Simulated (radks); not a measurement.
# Ru³⁵⁺ in [He] 2s2 2p5: an all-electron calculation

The task here is to estimate one member of a computed series from the others.

Program: radks (a radial shooting solver on a logarithmic mesh, Libxc functionals) version 1. Level of theory: Dirac Kohn-Sham, BLYP, spin-unpolarised, spherical densities, finite nucleus; open shells are shared between the two j in proportion to 2j + 1. These are calculated values, not measurements, unless marked.

## What is computed

| Item | Value |
| --- | --- |
| element | ruthenium (Z = 44) |
| charge | +35 |
| electrons | 9 |
| configuration | [He] 2s2 2p5 |
| nuclear rms radius | 4.4809 fm |

The outer shells:

Ru³⁵⁺
```
[He] core
2s [↑↓]
2p [↑↓][↑↓][↑ ]
```

The first run:

Input:

```text
Z 44
configuration [He] 2s2 2p5 3s0 3p0
relativity Dirac
functional b88,lyp
spin unpolarised
j_filling average
nucleus finite rms 4.4809 fm
c 137.035999084
```

Launch:

```console
$ python run_ks.py task.json out
```

All runs below come from this command, one after another.

One of the session's tables, all rows but one given; the rest of the session is left out.

It belongs to the step «Orbitals and density». From the orbitals of this run (lengths in bohr):

| level | <r> | outermost maximum (interpolated) | 90 % within | nodes |
| --- | --- | --- | --- | --- |
| 1s1/2 | 0.03339 | 0.0217 | 0.0598 | 0 |
| 2s1/2 | 0.1412 | 0.121 | 0.217 | 1 |
| 2p1/2 | 0.1196 | 0.0936 | 0.195 | 0 |
| 2p3/2 | ? | ? | ? | ? |
| 3s1/2 | 0.3421 | 0.324 | 0.497 | 2 |
| 3p1/2 | 0.3247 | 0.305 | 0.482 | 1 |
| 3p3/2 | 0.3314 | 0.312 | 0.490 | 1 |

**Question.** Estimate the row for 2p3/2.

**Answer.** <r>: 0.1240; outermost maximum (interpolated): 0.0974; 90 % within: 0.200; nodes: 0. In the column «<r>» it lies between 2p1/2 (0.1196) and 2s1/2 (0.1412).

Caveats from the session: Spin polarisation and multiplet splitting are left out.
